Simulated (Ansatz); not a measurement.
The system is Na4NO.

```xyz
6
Lattice="4.0147 0.0000 0.0000 0.0000 4.0147 0.0000 0.0000 0.0000 5.8749" Properties=species:S:1:pos:R:3 pbc="T T T"
Na    2.0073    0.0000    1.5388
Na    0.0000    2.0073    4.3361
Na    2.0073    0.0000    4.3361
Na    0.0000    2.0073    1.5388
O     2.0073    2.0073    2.9374
N     0.0000    0.0000    0.0000
```

The cell comes from a database or a generator and needn't be the stable form of this composition.

```yaml
Program: Ansatz 0.2.0
Task: single point
Functional: PBE
Potentials_or_basis: Ansatz PAW
Cutoff: "420 eV (not typed: the program's choice for these potentials)"
k_mesh: 7 × 7 × 5
Occupations: fermi-dirac, width 0.05 eV
Spin: no spin polarisation
```

On this cell: pressure -0.4 GPa; largest force 0.068 eV/Å; band gap on the k mesh none (metal or under the smearing width).

The same run follows on a disturbed copy (atoms moved at random, drawn with an rms of 0.05 Å):

```
Na O N
1.0
     4.01466    0.00000    0.00000
     0.00000    4.01466    0.00000
     0.00000    0.00000    5.87486
Na O N
4 1 1
Cartesian
  2.0422 -0.0330 1.5143
  0.0757 2.0300 4.3307
  2.0322 0.0184 4.3118
  -0.0331 1.9610 1.5334
  2.0382 2.1001 2.9206
  -0.0107 -0.0044 0.0032
```

What does the disturbed cell give?

The energy (extrapolated to zero smearing) moves by +5.0 meV/atom; pressure -0.2 GPa; largest force 0.333 eV/Å; band gap on the k mesh none (metal or under the smearing width).

Forces in eV/Å, atoms in the order of the input:
```
Na  -0.160  0.070 -0.082
Na  -0.125  0.028  0.078
Na   0.054  0.063  0.096
Na   0.150  0.137 -0.065
O   -0.039 -0.325  0.062
N    0.120  0.027 -0.089
```

Stress tensor (GPa, compression positive):
```
-0.26  0.00 -0.13
 0.00 -0.12  0.07
-0.13  0.07 -0.31
```

Caveats: an odd number of electrons without spin polarisation forces a metal; a magnetic or distorted state may lie lower.
